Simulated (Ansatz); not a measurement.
# BeCr₃, space group Pm-3m: a fixed-spin-moment curve

Computed with the Ansatz DFT code, driven from Python.

Typed at the interpreter:
```pycon
>>> import ansatz as az
>>> from tabulate import tabulate
>>> CUTOFF = 380
>>> FILLING = "gaussian"
>>> KMESH = (8, 8, 8)
>>> BETA = 0.1
>>> xtal = (
...     az.Lattice.from_parameters(3.511214, 3.511214, 3.511214, alpha=90.0, beta=90.0, gamma=90.0)
...     .atom("Be", (0.0, 0.0, 0.0))
...     .atom("Cr", (0.0, 0.5, 0.5))
...     .atom("Cr", (0.5, 0.0, 0.5))
...     .atom("Cr", (0.5, 0.5, 0.0))
... )
>>> setup = (
...     xtal.calculation()
...     .scf(lower_state_search="off")
...     .basis(CUTOFF, xc_grid=1)
...     .functional(az.Functional.LDA)
...     .occupations(FILLING)
...     .accuracy("low")
...     .kpoints(*KMESH, shift=0.5)
...     .mixing("broyden", beta=BETA)
... )
>>> # a hard lock holds the total moment, with one Fermi level a spin
>>> rows = []
>>> for total in [0.0, 2.7, 5.4, 8.1, 10.8]:
...     report = setup.spin("collinear", total=total, lock="hard").run().report
...     up, down = report["spin_fermi_energies_ev"]
...     rows.append((total, report["free_energy_ev"], up - down, report["absolute_magnetization_mub"]))
...
DeckWarning: basis.ecutwfc = 380 eV is below the records' recommended 420 eV, and the density's cutoff is lower with it unless basis.ecutrho_ratio is high enough to keep the records' density cutoff: compare with a run at a higher cutoff
RunWarning: this spin-polarised run has no starting moment large enough to seed its density, and nothing else in its deck makes the two spin channels differ, so an SCF from that start keeps the magnetisation at zero until it first converges, unless a state found ahead of a linear-response series gives it moments [...]
DeckWarning: This run holds its total moment fixed (magnetization.spin_locking.lock_magnetization: hard) and mixes its density by anderson or broyden (scf.mixing.algorithm, typed or taken by auto). Slabs with a fixed moment have converged under broyden above another state at the same moment, at the default mixing [...]
>>> reference = rows[0][1]
>>> rows = [(m, 1000 * (e - reference), split, size) for m, e, split, size in rows]
>>> print(tabulate(rows, headers=["total muB", "F - F(0) meV", "EF up - down eV", "absolute muB"], floatfmt=".4f", tablefmt="plain"))
  total muB    F - F(0) meV    EF up - down eV    absolute muB
     0.0000          0.0000             0.0000          0.0000
     2.7000        668.3941             0.7656          2.7029
     5.4000       1844.3260             1.1852          5.4123
     8.1000       3774.9406             1.6366          8.1040
    10.8000       6378.4674             2.4086         10.8020
>>> best = min(rows, key=lambda row: row[1])
>>> print(f"lowest at {best[0]} muB per cell, {best[1]:.1f} meV against the first point")
lowest at 0.0 muB per cell, 0.0 meV against the first point
```

The lowest point lies at 0 μB a cell, the first of the scan; at 10.8 μB the energy is 6378 meV above the lowest.

The settings weren't tested for convergence. The cutoff lies under the one recommended for these potentials. The mesh is modest for a metal, so energies can be off by several to tens of meV an atom and pressures by half a GPa or more; differences at equal mesh fare better. The structure comes from a database of computed cells and needn't be a stable or known phase. Warnings are shown shortened and without file and line. Only points where the Fermi levels of the two spins meet (minima, maxima and zero moment) are free solutions; a shallow minimum can lie between the points. The whole script took 18 s on 1 thread of Arm Neoverse V2, on a shared host, peak memory 0.35 GiB.
